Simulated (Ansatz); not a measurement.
This script drives Ansatz's Python interface.

`ypd_drho.py`
```python
'''Density of YPd less that of its sublattices.'''

import ansatz
import numpy as np

FUNCTIONAL = 'lda'
SMEARING = 'cold'
ECUT = 460
KGRID = (7, 7, 5)

vectors0 = np.array([
    [1.867567, -5.253627, 0.0],
    [1.867567, 5.253627, 0.0],
    [0.0, 0.0, 4.555031],
])
sites = [
    ('Y', [0.863027, 0.136973, 0.75]),
    ('Y', [0.136973, 0.863027, 0.25]),
    ('Pd', [0.585168, 0.414832, 0.75]),
    ('Pd', [0.414832, 0.585168, 0.25]),
]


def crystal_on(cell):
    crystal = ansatz.Crystal(lattice=ansatz.Lattice.of(cell))
    for symbol, position in sites:
        crystal = crystal.atom(symbol, position)
    return crystal

# same cell, cutoff and mesh for the crystal and its parts
def solve(crystal):
    return (
        crystal.calculation()
        .functional(FUNCTIONAL)
        .occupations(SMEARING)
        .basis(ECUT, grid_basis='typed')
        .kpoints(*KGRID)
        .density()
        .run(threads=1)
    )


whole = solve(crystal_on(vectors0))
difference = whole.density().channels[0].density_e_per_ang3.copy()
binding = whole.report['free_energy_ev']
for element in ['Y', 'Pd']:
    part = ansatz.Crystal(lattice=ansatz.Lattice.of(vectors0))
    for symbol, position in sites:
        if symbol == element:
            part = part.atom(symbol, position)
    alone = solve(part)
    difference -= alone.density().channels[0].density_e_per_ang3
    binding -= alone.report['free_energy_ev']
    print(f'{element} sublattice: {alone.report["n_electrons"]:g} electrons, {alone.report["n_iterations"]} iterations')

voxel = abs(np.linalg.det(vectors0)) / difference.size
print(f'energy of the crystal less its unpolarised sublattices: {binding / len(sites):.4f} eV/atom')
print(f'net charge of the difference {difference.sum() * voxel:.5f} e, charge rearranged {0.5 * np.abs(difference).sum() * voxel:.3f} e')
print(f'extremes {difference.min():.4f} and {difference.max():.4f} e/A^3')
for (symbol, position) in sites:
    index = tuple(int(round(p * n)) % n for p, n in zip(position, difference.shape))
    print(f'  change of the pseudo-density at the grid point nearest {symbol}: {difference[index]:+.4f} e/A^3')
```

It is started by `python ypd_drho.py`. Estimate its wall time and peak memory on 1 thread of Arm Neoverse V1, on a shared host.

It took about 16 s, with a peak of 0.47 GiB, for 3 runs of the engine.

`python ypd_drho.py` gives:
```text
Y sublattice: 22 electrons, 6 iterations
Pd sublattice: 36 electrons, 9 iterations
energy of the crystal less its unpolarised sublattices: -2.8853 eV/atom
net charge of the difference -0.00000 e, charge rearranged 1.037 e
extremes -0.2668 and 0.2103 e/A^3
  change of the pseudo-density at the grid point nearest Y: -0.0058 e/A^3
  change of the pseudo-density at the grid point nearest Y: -0.0058 e/A^3
  change of the pseudo-density at the grid point nearest Pd: +0.1283 e/A^3
  change of the pseudo-density at the grid point nearest Pd: +0.1283 e/A^3
```

For a metal this k-point mesh is coarse: on a finer one energies can move by several to tens of meV an atom and pressures by half a GPa or more, differences at one mesh by less. The fields are valence quantities on the plane-wave grid; their values near the nuclei depend on the potentials. This cell is a computed structure, which may not be the phase found in nature. Charge moved counts every rearrangement, bonding and polarisation too, and is no transfer between atoms; the bare sublattices are artificial references. Values near the nuclei depend on the potentials.
